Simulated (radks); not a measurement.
**Ionising europium step by step, Eu²¹⁺ to Eu⁴¹⁺**

An exercise on one series of results from a longer session: the logs are not shown, and one member is left open.

Method: Dirac Kohn-Sham, PBE, spin-unpolarised, spherical densities, finite nucleus; open shells fill j = l - 1/2 first. Code: radks (a radial shooting solver on a logarithmic mesh, Libxc functionals) version 1.

## The atom as given

| Quantity | Value |
| --- | --- |
| element | europium (Z = 63) |
| charges | 21 to 41 |
| first configuration | [Kr] 4d6 |
| last configuration | [Ar] 3d4 |

Set-up of the first run:

Settings of this run:

```text
Z 63
configuration [Kr] 4d6 5s0 5p0
relativity Dirac
functional pbe,pbe
spin unpolarised
j_filling energy
nucleus finite rms 5.1115 fm
c 137.035999084
```

Among the steps run: Eu²¹⁺, [Kr] 4d6.

One of the session's tables, all rows but one given; the rest of the session is left out.

It belongs to the step «Eu²¹⁺, [Kr] 4d6». Radial moments (bohr):

| level | <r> | outermost maximum (interpolated) | 90 % within | nodes |
| --- | --- | --- | --- | --- |
| 4s1/2 | 0.5360 | 0.514 | 0.762 | 3 |
| 4p1/2 | 0.5410 | 0.515 | 0.777 | 2 |
| 4p3/2 | 0.5630 | 0.537 | 0.807 | 2 |
| 4d3/2 | 0.5702 | 0.534 | 0.836 | 1 |
| 4d5/2 | ? | ? | ? | ? |
| 5s1/2 | 0.9922 | 0.994 | 1.38 | 4 |
| 5p1/2 | 1.019 | 1.02 | 1.42 | 3 |
| 5p3/2 | 1.049 | 1.05 | 1.46 | 3 |

Estimate the missing values for 4d5/2.

The run gave: <r>: 0.5767; outermost maximum (interpolated): 0.540; 90 % within: 0.845; nodes: 1. In the column «<r>» it lies between 4d3/2 (0.5702) and 5s1/2 (0.9922).

To keep in mind: Spin polarisation and multiplet splitting are left out, so open shells lie too high by an amount that depends on their filling.
